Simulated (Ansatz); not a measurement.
# HfIn4SiO6 (C2) in Ansatz: notebook

The runs below take HfIn4SiO6 through band structure, projected density of states, electric field gradients, with PBE, PBE+U.

Everything below comes from runs of Ansatz 0.2.0. Logs are shortened: lines on timing, memory, paths and dates and some standing lists are left out, and cuts for length are marked.

### Step 1. The crystal as given

It takes space group C2 (No. 5, monoclinic). Conventional cell: a = 5.432 Å, b = 9.407 Å, c = 7.636 Å, α = 90.00°, β = 104.07°, γ = 90.00°. Hf (site symmetry 2) is surrounded by 6 O at 2.13 to 2.14 Å. Around In (site symmetry 2) lie 2 O at 2.73 Å and 4 In at 3.12 Å. Around In (site symmetry 2) lie 6 O at 2.23 Å. Around In (site symmetry 2) lie 2 O at 2.73 Å and 3 In at 3.07 to 3.12 Å. Around In (site symmetry 2) lie 2 O at 2.73 Å and 3 In at 3.07 to 3.12 Å. Si (site symmetry 2) has 6 O at 1.85 Å as nearest neighbours. O (site symmetry 1) is surrounded by 1 Si at 1.85 Å. Around O (site symmetry 1) lie 1 Si at 1.85 Å.

The cell was built by a generator and needn't be a form met in nature.

### Step 2. Band structure, PBE

The input, input.yaml:

```yaml
crystal:
  lattice:
    - [2.71585, -4.70357, 0.00833]
    - [2.71585, 4.70357, 0.00833]
    - [-1.87915, 0.0, 7.40127]
  atoms:
    - { symbol: Hf, position: [0.78835, 0.21165, 0.0] }
    - { symbol: In, position: [0.62175, 0.37825, 0.5] }
    - { symbol: In, position: [0.45502, 0.54498, 0.0] }
    - { symbol: In, position: [0.28407, 0.71593, 0.5] }
    - { symbol: In, position: [0.95814, 0.04186, 0.5] }
    - { symbol: Si, position: [0.12168, 0.87832, 0.0] }
    - { symbol: O, position: [0.06219, 0.11415, 0.86666] }
    - { symbol: O, position: [0.88585, 0.93781, 0.13334] }
    - { symbol: O, position: [0.7949, 0.53784, 0.86663] }
    - { symbol: O, position: [0.46216, 0.2051, 0.13337] }
    - { symbol: O, position: [0.15352, 0.62879, 0.13333] }
    - { symbol: O, position: [0.37121, 0.84648, 0.86667] }
hamiltonian:
  xc: pbe
  pseudopotentials: { kind: paw }
kpoints:
  mp_grid: { grid: [6, 6, 4] }
  band_path:
    path:
      - [[0.0, 0.0, 0.0], [-0.333349007, -0.333349007, 0.0569735895], [-0.3635935574, -0.3635935574, 0.4067587612], [-0.3031044566, -0.3031044566, 0.7071884177], [0.0, 0.0, 0.5], [-0.5, 0.5, 0.5], [-0.6364064426, 0.3635935574, 0.5932412388]]
      - [[-0.6968955434, 0.3031044566, 0.2928115823], [-0.666650993, 0.333349007, -0.0569735895], [-0.5, 0.5, 0.0], [0.0, 0.0, 0.0], [-0.5, 0.0, 0.0]]
      - [[-0.5, 0.0, 0.5], [0.0, 0.0, 0.0]]
    npoints: 10
scf:
  occupations: { method: fermi_dirac, width: 0.05 }
  n_extra_bands: 30
output:
  forces: true
  stress: true
  eigenvalues: true
  fatbands: true
```

Potentials or basis: Ansatz PAW.

Command:

```console
$ ansatz run input.yaml --threads 8 --pin off --max-ram 20480MiB --backend cpu --events-out ev --progress --plain --runs-dir out
```

Log:

```text
Warning: RAYON_NUM_THREADS=8 ignored (pool sized by the plan → 8); use --threads N
scf.n_extra_bands = 30 over 59 filled bands (N_el = 118.0): the run solves 89 bands
Engine: ansatz 0.2.0, aarch64-unknown-linux-gnu
Pseudopotentials: kind: paw
Pseudopotential: Hf, paw, valence charge 26, recommended cutoff 420 eV (normal), Hf.paw.azcp
Pseudopotential: In, paw, valence charge 13, recommended cutoff 420 eV (normal), In.paw.azcp
Pseudopotential: Si, paw, valence charge 4, recommended cutoff 420 eV (normal), Si.paw.azcp
Pseudopotential: O, paw, valence charge 6, recommended cutoff 420 eV (normal), O.paw.azcp
Functional definition: PBE
  parameter kappa = 0.804
  parameter beta = 0.06672455060314922
  exchange = pbe_x(kappa = kappa, mu = beta*pi^2/3)
  correlation = pbe_c(beta = beta)
Crystal: 12 atoms, lattice volume = 189.238 Å³
Basis set: ecut = 420 eV, 3681 PW (Γ), exchange–correlation on 80×80×108 points (8 copies of the dense FFT grid, shifted against one another)
Bands: 89, of which v1, the nominal top of the filled ones, is band 59 counted from 1 (58 counted from 0)
Symmetry: 2 space group operations
Space group: C2 (ITA 5), of the structure as read, at distance tolerance 5.7e-5 Å
k-points: 47 of 144 (time reversal used)
Non-local potential: Hf, projectors of the file, l = 0: 3, l = 1: 2, l = 2: 2, l = 3: 3
Non-local potential: In, projectors of the file, l = 0: 2, l = 1: 2, l = 2: 2, l = 3: 2
Non-local potential: Si, projectors of the file, l = 0: 2, l = 1: 2, l = 2: 2
Non-local potential: O, projectors of the file, l = 0: 2, l = 1: 2, l = 2: 1
PAW form: soft (Blöchl's): semilocal exchange-correlation on the pseudo side does not see the compensation charge
PAW one-centre angular grid: Hf, 590 points (default); XC on 64 Gauss nodes
PAW one-centre angular grid: In, 590 points (default); XC on 64 Gauss nodes
PAW one-centre angular grid: Si, 110 points (default); XC on 64 Gauss nodes
PAW one-centre angular grid: O, 110 points (default); XC on 64 Gauss nodes
Initial density: superposition of atomic densities (neutral atoms: chi_scale 0, normalization atom), corrected by the library's trained network
Initial wavefunctions: pseudopotential atomic-orbital guess
Functional: x = pbe(κ = 0.804, μ = 0.2195149727645171), c = pbe(β = 0.06672455060314922)
SCF iter   1: F=—  HF=-42159.183450 eV  |F-HF|=—  |Δ(HF+E_count)|=         —  Δρ=4.20e-3  dr2=1.10e-1  ethr=1.77e-3  ⟨swp⟩=5.9  Hψ=18218  notcnv=0  defer=277
preconditioner: auto → LDOS  [metal: Δε(μ)=0.025 eV  Ē_g=17.957 eV  σ=0.050 eV  W_gap=0.12  n_scr=46 (ndim 8)  ℏωp=28.3 eV  f_vac=0.026  D(μ)=2.66/eV (n_scr^D=16)  β→1.0]
SCF iter   2: F=—  HF=-42159.160423 eV  |F-HF|=—  |Δ(HF+E_count)|=   2.30e-2  Δρ=2.55e-3  dr2=1.14e-2  ethr=9.36e-5  ⟨swp⟩=2.0  Hψ=5210  notcnv=0  defer=1049
SCF iter   3: F=—  HF=-42159.161681 eV  |F-HF|=—  |Δ(HF+E_count)|=   1.26e-3  Δρ=2.91e-3  dr2=1.42e-2  ethr=9.68e-6  ⟨swp⟩=2.0  Hψ=6116  notcnv=0  defer=1049
SCF iter   4: F=—  HF=-42159.158023 eV  |F-HF|=—  |Δ(HF+E_count)|=   3.66e-3  Δρ=2.32e-4  dr2=1.10e-4  ethr=9.68e-6  ⟨swp⟩=2.0  Hψ=5811  notcnv=0  defer=1049
SCF iter   5: F=—  HF=-42159.158062 eV  |F-HF|=—  |Δ(HF+E_count)|=   3.89e-5  Δρ=8.79e-5  dr2=1.58e-5  ethr=9.28e-8  ⟨swp⟩=2.0  Hψ=5917  notcnv=0  defer=1049
SCF iter   6: F=—  HF=-42159.158069 eV  |F-HF|=—  |Δ(HF+E_count)|=   6.90e-6  Δρ=3.11e-5  dr2=1.94e-6  ethr=1.34e-8  ⟨swp⟩=2.0  Hψ=5966  notcnv=0  defer=1047
SCF iter   7: F=—  HF=-42159.158070 eV  |F-HF|=—  |Δ(HF+E_count)|=   1.61e-6  Δρ=1.03e-5  dr2=2.63e-7  ethr=1.64e-9  ⟨swp⟩=2.0  Hψ=5925  notcnv=0  defer=1047
SCF iter   8: F=-42159.158071 eV  HF=-42159.158071 eV  |F-HF|=8.29e-9  |Δ(HF+E_count)|=   8.11e-8  Δρ=3.38e-6  dr2=1.99e-8  ethr=8.47e-11  ⟨swp⟩=10.9  Hψ=22528  notcnv=0
SCF 1 converged in 8 iterations: F = -42159.158071 eV  dr2 = 1.99e-8
NSCF: frozen V_eff on 113 k-points
SCF converged after 8 iterations
Free energy (F): -42159.158071 eV
Harris-Foulkes:  -42159.158071 eV  (|F-HF|=8.29e-9)
Internal energy: -42159.134360 eV  (E = F + TS)
E sigma→0 (E₀):  -42159.146215 eV
Entropy (-TS):   -0.023711 eV (-1.976 meV/atom)
Fermi energy:    11.016880 eV
--- Per-component energies (eV) ---
  E_band       = -286.569979
  E_kinetic    = 2487.709048
  E_local      = -14827.811963  (includes V_loc(G=0)·N_el)
  E_nonlocal   = 535.341716
  E_hartree    = 6397.378640
  E_xc         = -1661.352067
  E_vxc        = -1277.819997  (∫ρ·V_xc dr)
  E_paw        = -25003.874630  (= ΣΔE_a)
  E_vpaw       = 1.241180  (= ΣTr[D̂ρ^β])
  E_aug_tail   = 0.014672  (compensation charges beyond the density's cutoff)
  E_ewald      = -10086.539776
  E_smearing   = -0.023711  (= −TS)
  E_closure    = 0.000000  (closes the sum)
  Σ components = -42159.158071   (vs F -42159.158071, Δ=0.00e0)
--- Forces (eV/Å), atoms counted from 1 ---
  atom   1  Hf     0.00000000     0.00818173    -0.00000000
  atom   2  In    -0.00000000     0.00448499     0.00000000
  atom   3  In    -0.00000000     0.00145756     0.00000000
  atom   4  In     0.00000000    -0.00495779     0.00000000
  atom   5  In     0.00000000    -0.00029382    -0.00000000
  atom   6  Si    -0.00000000     0.00417616     0.00000000
  atom   7  O      0.00305005    -0.00272034    -0.00719480
  atom   8  O     -0.00305005    -0.00272034     0.00719480
  atom   9  O      0.00170213    -0.00239453    -0.00909498
  atom  10  O     -0.00170213    -0.00239453     0.00909498
  atom  11  O      0.00780540    -0.00142329     0.00999094
  atom  12  O     -0.00780540    -0.00142329    -0.00999094
  max |Σ_I F_I| component: 2.75e-5 eV/Å
--- Stress (GPa, compression-positive) ---
        0.141057       0.000000       0.006368
        0.000000       0.069075      -0.000000
        0.006368      -0.000000      -0.118954
  P = ⅓ Tr σ = 0.0304 GPa (0.304 kbar)
--- Band table (eV; the first three rows and the last of 47) ---
  k-point 0: bands = ["-52.7549", "-21.5351", "-21.5350", "-21.5330", "-10.6352", "-9.1587", "-9.1537", "-8.4734", "-8.2856", "-8.2741", "-4.6661", "-4.6658", "-4.6514", "-4.4275", "-4.4212", "-3.9609", "-3.8023", "-3.7970", "-3.7641", "-3.7630", "-3.7493", "-3.7477", "-3.6472", "-3.6448", "-3.6310", "-3.6261", "-3.5848", "-3.5815", "-3.5613", "-3.5605", "-2.6351", "-2.6257", "-2.6254", "-2.5883", "-2.5879", "-2.5841", "-2.5704", "1.0666", "2.4380", "3.2465", "3.2488", "4.0340", "4.2088", "4.5901", "4.5998", "5.2286", "5.3212", "5.3352", "6.2304", "6.4631", "6.5866", "6.8095", "6.9030", "6.9465", "7.3147", "7.4123", "10.1554", "10.3562", "10.6705", "10.7998", "10.9730", "11.0100", "11.5145", "11.9038", "12.8612", "13.2056", "13.2365", "15.2413", "16.2460", "16.7239", "16.7428", "16.9820", "17.5569", "17.6710", "17.8682", "18.4767", "18.6793", "19.3348", "19.4412", "19.6106", "20.2758", "20.5645", "20.6581", "20.8508", "21.2188", "22.4219", "22.5928", "22.7219", "22.9635"]
  k-point 1: bands = ["-52.7549", "-21.5351", "-21.5350", "-21.5330", "-10.6327", "-9.1571", "-9.1554", "-8.4802", "-8.2803", "-8.2793", "-4.6660", "-4.6658", "-4.6495", "-4.4243", "-4.4242", "-3.9560", "-3.8023", "-3.7970", "-3.7637", "-3.7635", "-3.7491", "-3.7479", "-3.6474", "-3.6448", "-3.6306", "-3.6261", "-3.5848", "-3.5812", "-3.5615", "-3.5610", "-2.6351", "-2.6256", "-2.6255", "-2.5881", "-2.5881", "-2.5841", "-2.5704", "1.1098", "2.5264", "3.2461", "3.2496", "3.8025", "4.2214", "4.5951", "4.5957", "4.8343", "5.3261", "5.3280", "6.5213", "6.5219", "6.7571", "6.9215", "6.9294", "7.0089", "7.3621", "7.3670", "10.2546", "10.2559", "10.4143", "10.8145", "10.9400", "10.9780", "11.0305", "12.4866", "12.9879", "13.2183", "13.2220", "14.9580", "16.4091", "16.4233", "16.8405", "17.2968", "17.3209", "17.6396", "18.0064", "18.4607", "18.4917", "19.4866", "19.5138", "19.6498", "19.9594", "20.8535", "20.8822", "21.0662", "21.3371", "21.7711", "22.5233", "22.8721", "22.9328"]
  k-point 2: bands = ["-52.7549", "-21.5351", "-21.5350", "-21.5330", "-10.6302", "-9.1604", "-9.1520", "-8.4869", "-8.2846", "-8.2751", "-4.6663", "-4.6655", "-4.6476", "-4.4273", "-4.4211", "-3.9510", "-3.8024", "-3.7970", "-3.7641", "-3.7631", "-3.7488", "-3.7482", "-3.6476", "-3.6448", "-3.6302", "-3.6261", "-3.5875", "-3.5782", "-3.5616", "-3.5614", "-2.6351", "-2.6256", "-2.6255", "-2.5883", "-2.5879", "-2.5841", "-2.5704", "1.1541", "2.6746", "3.2457", "3.2502", "3.4791", "4.2277", "4.5913", "4.6001", "4.6762", "5.3181", "5.3346", "6.4626", "6.5866", "6.7850", "6.8964", "6.9521", "7.3105", "7.4146", "7.6054", "9.9156", "10.1649", "10.3557", "10.8253", "10.8673", "10.9656", "11.0100", "12.6584", "13.2027", "13.2376", "13.2852", "14.6349", "16.2385", "16.7136", "16.9225", "16.9825", "17.5361", "17.5444", "17.8960", "18.4122", "18.7249", "19.4212", "19.5912", "19.7915", "20.2341", "20.5178", "20.8625", "20.9759", "21.5205", "21.7931", "22.4176", "22.8759", "22.9061"]
  k-point 46: bands = ["-52.7549", "-21.5427", "-21.5364", "-21.5325", "-10.1622", "-9.3767", "-8.9540", "-8.6809", "-8.6583", "-8.3152", "-4.6760", "-4.6627", "-4.6393", "-4.4218", "-4.4056", "-4.0461", "-3.8558", "-3.8452", "-3.8386", "-3.8021", "-3.7748", "-3.7351", "-3.7236", "-3.6227", "-3.6224", "-3.6062", "-3.5338", "-3.5224", "-3.4833", "-3.3338", "-2.6359", "-2.6278", "-2.6262", "-2.6063", "-2.5940", "-2.5769", "-2.5559", "1.5612", "2.9675", "3.1713", "3.5238", "3.8279", "4.0301", "4.5553", "4.6136", "5.0526", "5.3154", "5.3527", "5.9415", "6.0174", "6.3686", "6.4113", "6.5967", "7.1423", "7.3881", "7.6498", "7.8949", "8.7486", "9.0732", "11.8859", "12.4218", "12.9907", "13.1199", "13.2477", "13.8843", "15.1027", "15.4458", "15.5393", "15.8247", "16.1500", "16.4018", "16.5487", "16.9075", "17.0818", "17.2119", "17.4328", "17.9449", "18.2672", "19.3052", "20.3030", "20.4524", "20.7054", "20.9781", "21.1764", "21.2743", "21.5809", "21.8098", "22.2295", "22.3276"]
```

It took 50 s on 8 threads of Arm Neoverse V2, shared host; peak memory 1.6 GiB.

What came out:

```
Free energy            : -42159.1581 eV
Pressure               : 0.0 GPa
Largest force          : 0.013 eV/Å
Band gap on the k mesh : none (metal or under the smearing width)
```

Forces on the atoms (eV/Å):
```
Hf   0.000  0.008  0.000
In   0.000  0.004  0.000
In   0.000  0.001  0.000
In   0.000 -0.005  0.000
In   0.000  0.000  0.000
Si   0.000  0.004  0.000
O    0.003 -0.003 -0.007
O   -0.003 -0.003  0.007
O    0.002 -0.002 -0.009
O   -0.002 -0.002  0.009
O    0.008 -0.001  0.010
O   -0.008 -0.001 -0.010
```

Stress tensor (GPa, compression positive):
```
 0.14  0.00  0.01
 0.00  0.07  0.00
 0.01  0.00 -0.12
```

Levels at the corners of the path, in eV from the Fermi level:
```csv
point,band 57,band 58,band 59,band 60,band 61,band 62
Γ,-0.86,-0.66,-0.35,-0.22,-0.04,-0.01
Y,-3.46,-3.39,1.27,1.37,1.49,1.93
F,-3.25,-3.17,0.91,1.14,1.60,1.73
H,-3.37,-3.23,1.07,1.30,1.56,1.57
Z,-1.10,-0.85,-0.66,-0.19,-0.15,-0.05
I,-3.12,-2.27,-1.94,0.87,1.40,1.97
F1,-3.25,-3.17,0.91,1.14,1.60,1.73
H1,-3.37,-3.23,1.07,1.30,1.56,1.57
Y1,-3.46,-3.39,1.27,1.37,1.49,1.93
X,-3.53,-2.19,-1.78,1.23,1.61,1.66
Γ,-0.86,-0.66,-0.35,-0.22,-0.04,-0.01
N,-3.39,-2.27,-1.97,1.14,1.52,1.89
M,-3.21,-2.18,-1.77,0.95,1.37,1.94
Γ,-0.86,-0.66,-0.35,-0.22,-0.04,-0.01
```

Caveat: the pressure holds a Pulay correction of +0.4 GPa for the finite cutoff; spin-orbit coupling is left out, which moves the levels of the heavy elements.

[end of part 1 of 3]
